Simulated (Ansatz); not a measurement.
# HPbNO4 (P1) in Ansatz: convergence with k mesh

Aim: find how far k mesh must go before the results for HPbNO4 settle, at PBE. This setting moves, with any that are tied to it; all else stays.

All numbers are computed with Ansatz 0.2.0; they aren't measurements. Logs are shortened: lines on timing, memory, paths and dates and some standing lists are left out, and cuts for length are marked.

**1. The crystal as given**

The typed cell holds 7 atoms: a = 3.858 Å, b = 5.535 Å, c = 6.055 Å, α = 106.62°, β = 93.97°, γ = 90.45°.

The cell was built by a generator and needn't be a form met in nature.

**2. With k mesh 2 × 2 × 2**

input.yaml

```yaml
crystal:
  lattice:
    - [3.85404, 0.14384, 0.09012]
    - [-0.2532, 5.52698, 0.16471]
    - [-0.48197, -1.9272, 5.72025]
  atoms:
    - { symbol: H, position: [0.10913, 0.65718, 0.54463] }
    - { symbol: Pb, position: [0.61029, 0.52127, 0.151] }
    - { symbol: "N", position: [0.9158, 0.96263, 0.95867] }
    - { symbol: O, position: [0.01384, 0.13639, 0.88084] }
    - { symbol: O, position: [0.72398, 0.01057, 0.12858] }
    - { symbol: O, position: [0.00389, 0.73732, 0.87043] }
    - { symbol: O, position: [0.11927, 0.59324, 0.37651] }
hamiltonian:
  xc: pbe
  pseudopotentials: { kind: paw }
kpoints:
  mp_grid: { grid: [2, 2, 2] }
scf:
  occupations: { method: fermi_dirac, width: 0.05 }
output:
  forces: true
  stress: true
  eigenvalues: true
```

Potentials or basis: Ansatz PAW.

Command:

```bash
$ ansatz run input.yaml --threads 8 --pin off --max-ram 20480MiB --backend cpu --events-out ev --progress --plain --runs-dir out
```

Output:

```text
Warning: RAYON_NUM_THREADS=8 ignored (pool sized by the plan → 8); use --threads N
Engine: ansatz 0.2.0, x86_64-unknown-linux-gnu
Pseudopotentials: kind: paw
Pseudopotential: H, paw, valence charge 1, recommended cutoff 420 eV (normal), H.paw.azcp
Pseudopotential: Pb, paw, valence charge 14, recommended cutoff 420 eV (normal), Pb.paw.azcp
Pseudopotential: N, paw, valence charge 5, recommended cutoff 420 eV (normal), N.paw.azcp
Pseudopotential: O, paw, valence charge 6, recommended cutoff 420 eV (normal), O.paw.azcp
Functional definition: PBE
  parameter kappa = 0.804
  parameter beta = 0.06672455060314922
  exchange = pbe_x(kappa = kappa, mu = beta*pi^2/3)
  correlation = pbe_c(beta = beta)
Crystal: 7 atoms, lattice volume = 123.553 Å³
Basis set: ecut = 420 eV, 2433 PW (Γ), exchange–correlation on 54×80×90 points (8 copies of the dense FFT grid, shifted against one another)
Bands: 29, of which v1, the nominal top of the filled ones, is band 22 counted from 1 (21 counted from 0)
Symmetry: 1 space group operations
Space group: P1 (ITA 1), of the structure as read, at distance tolerance 5.0e-5 Å
k-points: 8
Non-local potential: H, projectors of the file, l = 0: 2, l = 1: 1
Non-local potential: Pb, projectors of the file, l = 0: 2, l = 1: 2, l = 2: 2, l = 3: 2
Non-local potential: N, projectors of the file, l = 0: 2, l = 1: 2, l = 2: 1
Non-local potential: O, projectors of the file, l = 0: 2, l = 1: 2, l = 2: 1
PAW form: soft (Blöchl's): semilocal exchange-correlation on the pseudo side does not see the compensation charge
PAW one-centre angular grid: H, 110 points (default); XC on 64 Gauss nodes
PAW one-centre angular grid: Pb, 590 points (default); XC on 64 Gauss nodes
PAW one-centre angular grid: N, 110 points (default); XC on 64 Gauss nodes
PAW one-centre angular grid: O, 110 points (default); XC on 64 Gauss nodes
[... 15 lines left out ...]
SCF converged after 8 iterations
Free energy (F): -14571.386948 eV
Harris-Foulkes:  -14571.386948 eV  (|F-HF|=1.01e-8)
Internal energy: -14571.386948 eV  (E = F + TS)
E sigma→0 (E₀):  -14571.386948 eV
Fermi energy:    2.737754 eV
--- Per-component energies (eV) ---
  E_band       = -371.570412
  E_kinetic    = 1127.255266
  E_local      = -4423.235715  (includes V_loc(G=0)·N_el)
  E_nonlocal   = 590.136172
  E_hartree    = 1708.028349
  E_xc         = -580.543267
  E_vxc        = -590.526845  (∫ρ·V_xc dr)
  E_paw        = -11161.937217  (= ΣΔE_a)
  E_vpaw       = -491.262431  (= ΣTr[D̂ρ^β])
  E_aug_tail   = 0.008600  (compensation charges beyond the density's cutoff)
  E_ewald      = -1831.099135
  E_smearing   = -0.000000  (= −TS)
  E_closure    = -0.000000  (closes the sum)
  Σ components = -14571.386948   (vs F -14571.386948, Δ=0.00e0)
--- Forces (eV/Å), atoms counted from 1 ---
  atom   1  H     -0.01948297     0.00443090     0.00074594
  atom   2  Pb    -0.03119208    -0.00350814     0.08578988
  atom   3  N     -0.05205399    -0.01828350     0.08449997
  atom   4  O      0.01044038     0.02839591    -0.00729013
  atom   5  O      0.06093940     0.00357140    -0.04608535
  atom   6  O      0.01039583    -0.01209394    -0.00204020
  atom   7  O      0.02091388    -0.00246776    -0.11556107
  max |Σ_I F_I| component: 5.90e-5 eV/Å
--- Stress (GPa, compression-positive) ---
        0.304999       0.014698       0.034959
        0.014696      -0.026682       0.033564
        0.034959       0.033563      -0.218977
  P = ⅓ Tr σ = 0.0198 GPa (0.198 kbar)
--- Band table (eV; the first three rows and the last of 8) ---
  k-point 0: bands = ["-24.4906", "-19.1097", "-18.8621", "-16.3101", "-13.9183", "-13.8981", "-13.8773", "-13.8528", "-13.7703", "-8.6273", "-6.4354", "-6.2222", "-6.0418", "-5.3918", "-1.8681", "-1.6348", "-1.0233", "-0.7252", "-0.5477", "-0.2942", "0.4861", "0.7221", "4.6370", "5.5284", "6.9882", "7.1766", "9.0150", "10.4521"]
  k-point 1: bands = ["-24.4903", "-19.1098", "-18.8636", "-16.3104", "-13.9183", "-13.8980", "-13.8766", "-13.8528", "-13.7657", "-8.7037", "-6.4060", "-6.2086", "-5.9765", "-5.2204", "-2.3623", "-1.8556", "-0.9577", "-0.5716", "-0.3361", "-0.1157", "0.4452", "0.7516", "4.4519", "4.9757", "6.9700", "8.3422", "9.5202", "9.6181"]
  k-point 2: bands = ["-24.4869", "-19.1281", "-18.8545", "-16.3066", "-13.9273", "-13.9050", "-13.8770", "-13.8521", "-13.7775", "-8.3809", "-6.4060", "-6.1692", "-6.0783", "-5.8712", "-2.4179", "-1.0821", "-0.8530", "-0.7091", "-0.3093", "0.0259", "0.3088", "0.5746", "4.6957", "5.4868", "5.8393", "8.6784", "9.0328", "9.2217"]
  k-point 7: bands = ["-24.4503", "-19.1121", "-18.9008", "-16.3134", "-13.9438", "-13.9240", "-13.8905", "-13.7948", "-13.5355", "-8.3110", "-6.7410", "-6.3164", "-6.0570", "-5.2638", "-3.8381", "-1.3805", "-1.1752", "-0.9089", "-0.4035", "0.5023", "0.5945", "1.1905", "4.3626", "6.0435", "6.8167", "7.3427", "9.7672", "10.0264"]
```

Wall time 0.32 s (8 threads of AMD EPYC 9R45 (Zen 5), shared host); peak memory 0.48 GiB.

What came out:

- Free energy: -14571.3869 eV
- Pressure: 0.0 GPa
- Largest force: 0.117 eV/Å
- Band gap on the k mesh: 3.11 eV, indirect (least direct gap 3.17 eV)

**3. With k mesh 3 × 2 × 2**

input.yaml, as its differences from that of step 2:

```diff
@@ -17,3 +17,3 @@
 kpoints:
-  mp_grid: { grid: [2, 2, 2] }
+  mp_grid: { grid: [3, 2, 2] }
 scf:
```

Potentials or basis: Ansatz PAW.

Command:

```bash
$ ansatz run input.yaml --threads 8 --pin off --max-ram 20480MiB --backend cpu --events-out ev --progress --plain --runs-dir out
```

Wall time 0.37 s (8 threads of AMD EPYC 9R45 (Zen 5), shared host); peak memory 0.48 GiB.

Results:

```
Free energy            : -14571.4004 eV
Pressure               : 0.1 GPa
Largest force          : 0.080 eV/Å
Band gap on the k mesh : 3.18 eV, indirect (least direct gap 3.29 eV)
```

**4. With k mesh 3 × 3 × 2**

input.yaml, as its differences from that of step 3:

```diff
@@ -17,3 +17,3 @@
 kpoints:
-  mp_grid: { grid: [3, 2, 2] }
+  mp_grid: { grid: [3, 3, 2] }
 scf:
```

Command:

```bash
$ ansatz run input.yaml --threads 8 --pin off --max-ram 20480MiB --backend cpu --events-out ev --progress --plain --runs-dir out
```

Run time: 0.4 s. Hardware: 8 threads of AMD EPYC 9R45 (Zen 5), shared host; peak memory 0.5 GiB.

What came out:

* Free energy: -14571.4193 eV
* Pressure: 0.0 GPa
* Largest force: 0.011 eV/Å
* Band gap on the k mesh: 3.27 eV, indirect (least direct gap 3.37 eV)

**5. With k mesh 4 × 3 × 3**

input.yaml, as its differences from that of step 4:

```diff
@@ -17,3 +17,3 @@
 kpoints:
-  mp_grid: { grid: [3, 3, 2] }
+  mp_grid: { grid: [4, 3, 3] }
 scf:
```

Command:

```bash
$ ansatz run input.yaml --threads 8 --pin off --max-ram 20480MiB --backend cpu --events-out ev --progress --plain --runs-dir out
```

Run time: 0.52 s. Hardware: 8 threads of AMD EPYC 9R45 (Zen 5), shared host; peak memory 0.53 GiB.

What came out:

* Free energy: -14571.4201 eV
* Pressure: 0.0 GPa
* Largest force: 0.010 eV/Å
* Band gap on the k mesh: 3.23 eV, indirect (least direct gap 3.32 eV)

**6. With k mesh 5 × 4 × 4**

input.yaml, as its differences from that of step 5:

```diff
@@ -17,3 +17,3 @@
 kpoints:
-  mp_grid: { grid: [4, 3, 3] }
+  mp_grid: { grid: [5, 4, 4] }
 scf:
```

Potentials or basis: Ansatz PAW.

Command:

```bash
$ ansatz run input.yaml --threads 8 --pin off --max-ram 20480MiB --backend cpu --events-out ev --progress --plain --runs-dir out
```

Run time: 0.93 s. Hardware: 8 threads of AMD EPYC 9R45 (Zen 5), shared host; peak memory 0.56 GiB.

It converged, with:

```yaml
Free_energy: -14571.4189 eV
Pressure: 0.0 GPa
Largest_force: 0.006 eV/Å
Band_gap_on_the_k_mesh: 3.14 eV, indirect (least direct gap 3.22 eV)
```

**7. With k mesh 6 × 5 × 4**

input.yaml, as its differences from that of step 6:

```diff
@@ -17,3 +17,3 @@
 kpoints:
-  mp_grid: { grid: [5, 4, 4] }
+  mp_grid: { grid: [6, 5, 4] }
 scf:
```

Command:

```bash
$ ansatz run input.yaml --threads 8 --pin off --max-ram 20480MiB --backend cpu --events-out ev --progress --plain --runs-dir out
```

Wall time 1.3 s (8 threads of AMD EPYC 9R45 (Zen 5), shared host); peak memory 0.62 GiB.

The run converged. Its results:

```
Free energy            : -14571.4190 eV
Pressure               : 0.0 GPa
Largest force          : 0.006 eV/Å
Band gap on the k mesh : 3.17 eV, indirect (least direct gap 3.25 eV)
```

**8. With k mesh 8 × 6 × 5**

input.yaml, as its differences from that of step 7:

```diff
@@ -17,3 +17,3 @@
 kpoints:
-  mp_grid: { grid: [6, 5, 4] }
+  mp_grid: { grid: [8, 6, 5] }
 scf:
```

Command:

```bash
$ ansatz run input.yaml --threads 8 --pin off --max-ram 20480MiB --backend cpu --events-out ev --progress --plain --runs-dir out
```

Wall time 2.3 s (8 threads of AMD EPYC 9R45 (Zen 5), shared host); peak memory 0.75 GiB.

The run converged. Its results:

```
Free energy            : -14571.4192 eV
Pressure               : 0.0 GPa
Largest force          : 0.006 eV/Å
Band gap on the k mesh : 3.14 eV, indirect (least direct gap 3.20 eV)
```

**9. With k mesh 10 × 7 × 7**

input.yaml, as its differences from that of step 8:

```diff
@@ -17,3 +17,3 @@
 kpoints:
-  mp_grid: { grid: [8, 6, 5] }
+  mp_grid: { grid: [10, 7, 7] }
 scf:
```

Potentials or basis: Ansatz PAW.

Command:

```bash
$ ansatz run input.yaml --threads 8 --pin off --max-ram 20480MiB --backend cpu --events-out ev --progress --plain --runs-dir out
```

Run time: 3.7 s. Hardware: 8 threads of AMD EPYC 9R45 (Zen 5), shared host; peak memory 1 GiB.

The run converged. Its results:

| Property | Result |
| --- | --- |
| Free energy | -14571.4191 eV |
| Pressure | 0.0 GPa |
| Largest force | 0.006 eV/Å |
| Band gap on the k mesh | 3.15 eV, indirect (least direct gap 3.22 eV) |

**10. With k mesh 11 × 8 × 8**

input.yaml, as its differences from that of step 9:

```diff
@@ -17,3 +17,3 @@
 kpoints:
-  mp_grid: { grid: [10, 7, 7] }
+  mp_grid: { grid: [11, 8, 8] }
 scf:
```

Command:

```bash
$ ansatz run input.yaml --threads 8 --pin off --max-ram 20480MiB --backend cpu --events-out ev --progress --plain --runs-dir out
```

It took 5.1 s on 8 threads of AMD EPYC 9R45 (Zen 5), shared host; peak memory 1.2 GiB.

Results (log left out):

| Property | Result |
| --- | --- |
| Free energy | -14571.4191 eV |
| Pressure | 0.0 GPa |
| Largest force | 0.006 eV/Å |
| Band gap on the k mesh | 3.13 eV, indirect (least direct gap 3.20 eV) |

**11. The series at a glance**

| k mesh | energy less the tightest run, at zero smearing (meV/atom) | pressure (GPa) | largest force (eV/Å) | gap on the mesh (eV) | SCF cycles | CPU time (s) | peak memory (GiB) |
| --- | --- | --- | --- | --- | --- | --- | --- |
| 2 × 2 × 2 | 4.59 | 0.02 | 0.117 | 3.114 | 8 | 1.4 | 0.48 |
| 3 × 2 × 2 | 2.66 | 0.06 | 0.080 | 3.183 | 8 | 1.8 | 0.48 |
| 3 × 3 × 2 | -0.03 | 0.00 | 0.011 | 3.273 | 8 | 2.1 | 0.5 |
| 4 × 3 × 3 | -0.14 | 0.00 | 0.010 | 3.232 | 8 | 3.1 | 0.53 |
| 5 × 4 × 4 | 0.02 | 0.00 | 0.006 | 3.143 | 8 | 6 | 0.56 |
| 6 × 5 × 4 | 0.01 | 0.00 | 0.006 | 3.174 | 8 | 8.7 | 0.62 |
| 8 × 6 × 5 | -0.01 | 0.00 | 0.006 | 3.139 | 8 | 16 | 0.75 |
| 10 × 7 × 7 | 0.00 | 0.00 | 0.006 | 3.150 | 8 | 28 | 1 |
| 11 × 8 × 8 | 0.00 | 0.00 | 0.006 | 3.132 | 8 | 39 | 1.2 |

Against the tightest run, the energy stays within 1 meV/atom from 3 × 3 × 2 on; the pressure stays within 0.1 GPa from 2 × 2 × 2 on; the largest force stays within 0.005 eV/Å from 3 × 3 × 2 on. Not settled before the last step: the gap on the mesh (to 0.01 eV). Meshes of other sizes hit other points, so gaps and Fermi surfaces needn't settle smoothly. The tightest run that finished is the yardstick and may itself not be fully converged.

Caveats: odd divisions of the mesh miss points on the zone boundary, where band edges often lie, so the gap on the mesh can be too wide; spin-orbit coupling is left out, which as a rule narrows the gap of such compounds by several tenths of an eV.
